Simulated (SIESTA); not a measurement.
Crystal: Ta4NiO11.

```
Ta Ni O
1.0
     1.95495  -14.82973    0.00000
     1.95495   14.82973    0.00000
     0.00000    0.00000    3.88590
Ta Ni O
4 1 11
Direct
  0.20437 0.79563 0.00000
  0.92451 0.07549 0.00000
  0.07549 0.92451 0.00000
  0.79563 0.20437 0.00000
  0.50000 0.50000 0.00000
  0.13987 0.86013 0.00000
  0.72107 0.27893 0.00000
  0.43645 0.56355 0.00000
  0.56355 0.43645 0.00000
  0.00000 0.00000 0.00000
  0.86013 0.13987 0.00000
  0.27893 0.72107 0.00000
  0.92790 0.07210 0.50000
  0.07210 0.92790 0.50000
  0.79436 0.20564 0.50000
  0.20564 0.79436 0.50000
```

The cell was built by a generator and needn't be a form met in nature.

Base run:

* Program: SIESTA 5.4.2
* Functional: PBE
* Potentials or basis: PseudoDojo 0.4 standard (PBE files)
* Basis: SZP (energy shift 0.003 Ry)
* Grid cutoff: 800 Ry
* Energy shift: 0.003 Ry
* k mesh: 7 × 7 × 7
* Occupations: fermi-dirac, width 0.05 eV
* Spin: collinear spin, ferromagnetic start
* Starting moments: [0.0, 0.0, 0.0, 0.0, 1.0, 0.0, 0.0, 0.0, 0.0, 0.0, 0.0, 0.0, 0.0, 0.0, 0.0, 0.0] μB

Its results: band gap on the k mesh none (metal or under the smearing width); pressure 4.7 GPa; net moment 0.86 μB per cell; site moments Ta -0.00, -0.01; Ni +0.74; O -0.00, +0.02, +0.10, +0.00 μB; largest force 0.124 eV/Å.

Question: The run is repeated on the same cell with these changes: basis from SZP (energy shift 0.003 Ry) to DZ (energy shift 0.003 Ry; two zetas on semicore shells). What comes out?

Answer: Band gap on the k mesh none (metal or under the smearing width); pressure 3.2 GPa; net moment 0.86 μB per cell; site moments Ta +0.00, -0.01; Ni +0.72; O -0.00, +0.02, +0.10, +0.00 μB; largest force 0.373 eV/Å.

Caveats: short orbitals over semicore shells can move pressures by several GPa; spin-orbit coupling is left out, which moves the levels of the heavy elements; the basis of atomic orbitals isn't converged, which shifts pressures, moduli and gaps; a cell with one magnetic atom can't hold antiferromagnetic order, which such compounds often take; semilocal functionals often make such compounds metallic where correlation or magnetic order opens a gap, which also shifts bond lengths; the basis has no polarisation orbitals (some runs).
